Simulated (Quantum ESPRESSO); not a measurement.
GaF:

```
Ga F
1.0
     0.00000    2.84624    2.84624
     2.84624    0.00000    2.84624
     2.84624    2.84624    0.00000
Ga F
1 1
Direct
  0.25000 0.25000 0.25000
  0.00000 0.00000 0.00000
```

The cell was built by a generator and needn't be a form met in nature.

* Program: Quantum ESPRESSO 7.5
* Task: phonons
* Functional: PBE
* Potentials or basis: SSSP 1.3 efficiency PBE
* Cutoff: 952 eV
* Density cutoff: 7619 eV
* k mesh: 4 × 4 × 4, shifted
* Occupations: fermi-dirac, width 0.05 eV
* Spin: no spin polarisation
* Mixing beta: 0.5
* Most SCF iterations: 120
* SCF threshold: 4e-10 Ry

The first run showed a gap, so the response started from a second, tighter run with fixed occupations.

Which optical modes does the crystal have at the zone centre, and which show in infrared and Raman spectra?

The optical modes are T2. Infrared active: T2. Raman active: T2.

Optical modes at Γ, degenerate ones joined, polar ones without the macroscopic field:
| cm⁻¹ | components | symmetry | active in | IR intensity, summed ((D/Å)²/amu) |
| --- | --- | --- | --- | --- |
| 65 | 3 | T2 | IR and Raman | 10.45 |

Zone-centre frequencies without and with the macroscopic field along z (cm⁻¹):
```
                optical modes in rising order
       without                       65 65 65
with the field                      65 65 214
```

Born effective charge tensors (e):
atom 1, Ga
```
1.50 0.00 0.00
0.00 1.50 0.00
0.00 0.00 1.50
```
atom 2, F
```
-1.50  0.00  0.00
 0.00 -1.50  0.00
 0.00  0.00 -1.50
```

Electronic dielectric tensor:
```
3.86 0.00 0.00
0.00 3.86 0.00
0.00 0.00 3.86
```

Static dielectric tensor, electrons and zone-centre modes:
```
42.00  0.00  0.00
 0.00 42.00  0.00
 0.00  0.00 42.00
```
